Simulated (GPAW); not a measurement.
GaGe3:

```
CELL_PARAMETERS angstrom
0.00000 3.38717 3.38717
3.38717 0.00000 3.38717
3.38717 3.38717 0.00000
ATOMIC_POSITIONS crystal
Ge 0.50000 0.50000 0.50000
Ge 0.75000 0.75000 0.75000
Ge 0.25000 0.25000 0.25000
Ga 0.00000 0.00000 0.00000
```

The cell comes from a database or a generator and needn't be the stable form of this composition.

Base run:

```yaml
Program: GPAW 26.7.0
Functional: LDA
Potentials_or_basis: the program's PAW data sets (release 1.2.1) made for this functional
Cutoff: 600 eV
Basis: pw
k_mesh: 7 × 7 × 7
Occupations: fermi-dirac, width 0.05 eV
Spin: no spin polarisation
```

Its results: pressure -5.7 GPa.

Question: After a change of settings the same cell gave: pressure -4.1 GPa. Which change was it?
A. functional from LDA to PBEsol; potentials or basis from the program's PAW data sets (release 1.2.1) made for this functional to PAW data sets generated in the run's folder for this functional
B. functional from LDA to r2SCAN; potentials or basis from the program's PAW data sets (release 1.2.1) made for this functional to GPAW PAW data sets (gpaw-data 1.2.1)
C. functional from LDA to RPBE; occupations from fermi-dirac, width 0.05 eV to gaussian, width 0.02 eV

Answer: A.

Not every run made on this cell is shown here.
